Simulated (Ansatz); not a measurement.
# Ti: the cost of one run

Program: Ansatz 0.2.0. Level of theory: DFT PBEsol, scalar-relativistic, plane waves, PAW. These are calculated values, not measurements.

This is Ti in the fcc structure; at room conditions it is hcp.

**1. The structure to begin with**

The structure is cubic, space group Fm-3m (No. 225). The conventional cell has a = 4.060 Å, b = 4.060 Å, c = 4.060 Å, α = 90.00°, β = 90.00°, γ = 90.00°. Around Ti (site symmetry m-3m) lie 12 Ti at 2.87 Å.

Coordinates:

```xyz
2
Lattice="0.0000 -2.0300 -2.0300 -2.0300 0.0000 -2.0300 2.0300 2.0300 -4.0600" Properties=species:S:1:pos:R:3 pbc="T T T"
Ti    0.0000    0.0000   -4.0600
Ti    0.0000    0.0000    0.0000
```

The cell is taken as given, not relaxed at this level.

**2. The undisturbed cell**

input.yaml

```yaml
crystal:
  lattice:
    - [0.0, -2.03, -2.03]
    - [-2.03, 0.0, -2.03]
    - [2.03, 2.03, -4.06]
  atoms:
    - { symbol: Ti, position: [0.5, 0.5, 0.5] }
    - { symbol: Ti, position: [0.0, 0.0, 0.0] }
basis:
  ecutwfc: 420
kpoints:
  mp_grid: { grid: [18, 18, 20] }
hamiltonian:
  xc: pbesol
scf:
  occupations: { method: gaussian, width: 0.15 }
output:
  forces: true
  stress: true
  eigenvalues: true
```

On the command line:

```sh
> ansatz run input.yaml --threads 2 --pin off --max-ram 5120MiB --backend cpu --events-out ev --progress --plain --runs-dir out
```

What time and memory should one allow on 2 threads of AMD EPYC 9R45 (Zen 5), shared host?

About 11 s, with a peak of 1.1 GiB.
